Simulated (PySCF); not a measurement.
# CH11PSi3: the cost of one run

Programs: PySCF 2.14.0, with routines of our own; each step states its level. All values are computed. Atoms count from 0.

## 1. The system as given

16 atoms, charge 0, multiplicity 1; geometry from: GFN2-xTB.

## 2. Optimising the geometry at PBE0-D3(BJ)/def2-SVP

The job: settings as JSON, then the geometry in Å.

```
{"job": {"xc": "PBE0", "basis": "def2-SVP", "d3": "d3bj", "grid": 1, "kind": "geom"}, "charge": 0, "multiplicity": 1}
Si    -2.069845    -0.633645    -0.157694
C     -0.787550    -0.201037     1.179649
Si     0.880550     0.540778     0.586297
Si     2.142889    -0.972631    -0.645774
P      0.581402     2.476289    -0.531442
H     -2.422709     0.569487    -0.915897
H     -1.510618    -1.642751    -1.059881
H     -3.278529    -1.156420     0.484805
H     -1.247243     0.501175     1.877613
H     -0.569830    -1.099799     1.757826
H      1.581803     0.998059     1.807570
H      1.429207    -1.512930    -1.807004
H      3.386151    -0.388514    -1.151096
H      2.521590    -2.118047     0.185365
H     -0.652133     2.757620     0.021812
H      0.007264     1.891311    -1.643558
```

Command:

```sh
$ OMP_NUM_THREADS=1 python excited_run.py task.json out
```

This one command runs all jobs of the session in turn.

**Question.** How long does this first job take on 1 thread of Arm Neoverse V2, shared host, and how much memory does it need?

About 76 s, with a peak of 0.64 GiB.
